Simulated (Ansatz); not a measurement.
Born–Oppenheimer molecular dynamics of a periodic cell of 16 atoms, WC (start crystal WC, start structure P-6m2, volume 1.15 times the crystal's). It starts from a structure without forces on its atoms.

These are results of DFT PBE, scalar-relativistic, plane waves, PAW in Ansatz 0.2.0, not measurements. Settings: accuracy low, PAW set soft_1, cutoff 420 eV, k mesh 2x2x2, fermi-dirac smearing 0.3 eV, no spin polarisation.

* ensemble: NVT, Langevin thermostat
* time step: 1.5 fs
* steps asked: 340
* set temperature: 300 K
* friction: 0.02 /fs
* temperature schedule: 340 steps to 3500 K
* seed: 384716

First frame:

```xyz
16
Lattice="-3.0338 -5.2547 0.0000 4.5507 -2.6273 0.0000 0.0000 0.0000 5.9366" Properties=species:S:1:pos:R:3
W 0.000 -5.255 0.000
C 1.517 -4.379 1.484
W 0.000 -5.255 2.968
C 1.517 -4.379 4.452
W -1.517 -2.627 0.000
C 0.000 -1.752 1.484
W -1.517 -2.627 2.968
C 0.000 -1.752 4.452
W 1.517 -2.627 0.000
C 3.034 -1.752 1.484
W 1.517 -2.627 2.968
C 3.034 -1.752 4.452
W 0.000 0.000 0.000
C -1.517 -4.379 1.484
W 0.000 0.000 2.968
C -1.517 -4.379 4.452
```

Problem. What does the run give?

Solution. All steps were run.

```
steps done                                               : 340
time covered                                             : 510 fs
mean temperature over the second half                    : 2345 K
spread of the potential energy over the second half      : 85.4 meV per atom
mean potential energy of the second half above the start : 273.6 meV per atom
```

The schedule's set-point averaged 2700 K over the second half and the system 2345 K. A run of 0.51 ps of so small a system gives no equilibrium averages. Limits of this set-up: coarse k mesh, low accuracy level.

Problem. What happens to the structure?

Solution. Mean squared displacements from the first frame to the last, about the centre of mass: W 0.06 Å², C 0.07 Å². This is one draw of velocities; another would differ in detail.

Problem. How do temperature and energy run in time?

Solution. 
```json
{"time (fs)": "0.0", "T (K)": "281", "potential energy less start (eV)": "0.000"}
{"time (fs)": "16.5", "T (K)": "215", "potential energy less start (eV)": "0.380"}
{"time (fs)": "33.0", "T (K)": "283", "potential energy less start (eV)": "0.442"}
{"time (fs)": "49.5", "T (K)": "290", "potential energy less start (eV)": "0.626"}
{"time (fs)": "66.0", "T (K)": "572", "potential energy less start (eV)": "0.657"}
{"time (fs)": "82.5", "T (K)": "672", "potential energy less start (eV)": "0.796"}
{"time (fs)": "99.0", "T (K)": "585", "potential energy less start (eV)": "1.284"}
{"time (fs)": "115.5", "T (K)": "740", "potential energy less start (eV)": "1.270"}
{"time (fs)": "132.0", "T (K)": "1074", "potential energy less start (eV)": "1.280"}
{"time (fs)": "148.5", "T (K)": "828", "potential energy less start (eV)": "2.047"}
{"time (fs)": "165.0", "T (K)": "1005", "potential energy less start (eV)": "1.760"}
{"time (fs)": "181.5", "T (K)": "1414", "potential energy less start (eV)": "2.132"}
{"time (fs)": "198.0", "T (K)": "1060", "potential energy less start (eV)": "2.759"}
{"time (fs)": "214.5", "T (K)": "1289", "potential energy less start (eV)": "3.488"}
{"time (fs)": "231.0", "T (K)": "1800", "potential energy less start (eV)": "3.358"}
{"time (fs)": "247.5", "T (K)": "1407", "potential energy less start (eV)": "3.319"}
{"time (fs)": "264.0", "T (K)": "1794", "potential energy less start (eV)": "2.980"}
{"time (fs)": "280.5", "T (K)": "1778", "potential energy less start (eV)": "2.974"}
{"time (fs)": "297.0", "T (K)": "1490", "potential energy less start (eV)": "3.547"}
{"time (fs)": "313.5", "T (K)": "2234", "potential energy less start (eV)": "3.459"}
{"time (fs)": "330.0", "T (K)": "2323", "potential energy less start (eV)": "4.519"}
{"time (fs)": "346.5", "T (K)": "1487", "potential energy less start (eV)": "4.710"}
{"time (fs)": "363.0", "T (K)": "2024", "potential energy less start (eV)": "4.431"}
{"time (fs)": "379.5", "T (K)": "2198", "potential energy less start (eV)": "4.884"}
{"time (fs)": "396.0", "T (K)": "2653", "potential energy less start (eV)": "3.116"}
{"time (fs)": "412.5", "T (K)": "2541", "potential energy less start (eV)": "2.921"}
{"time (fs)": "429.0", "T (K)": "2071", "potential energy less start (eV)": "4.315"}
{"time (fs)": "445.5", "T (K)": "3207", "potential energy less start (eV)": "3.686"}
{"time (fs)": "462.0", "T (K)": "3047", "potential energy less start (eV)": "5.120"}
{"time (fs)": "478.5", "T (K)": "2842", "potential energy less start (eV)": "6.385"}
{"time (fs)": "495.0", "T (K)": "2750", "potential energy less start (eV)": "7.326"}
```

The run took 30 min on 1 thread of Intel(R) Xeon(R) Platinum 8259CL CPU @ 2.50GHz (Skylake/Cascade Lake), on a shared host, peak memory 0.71 GiB.
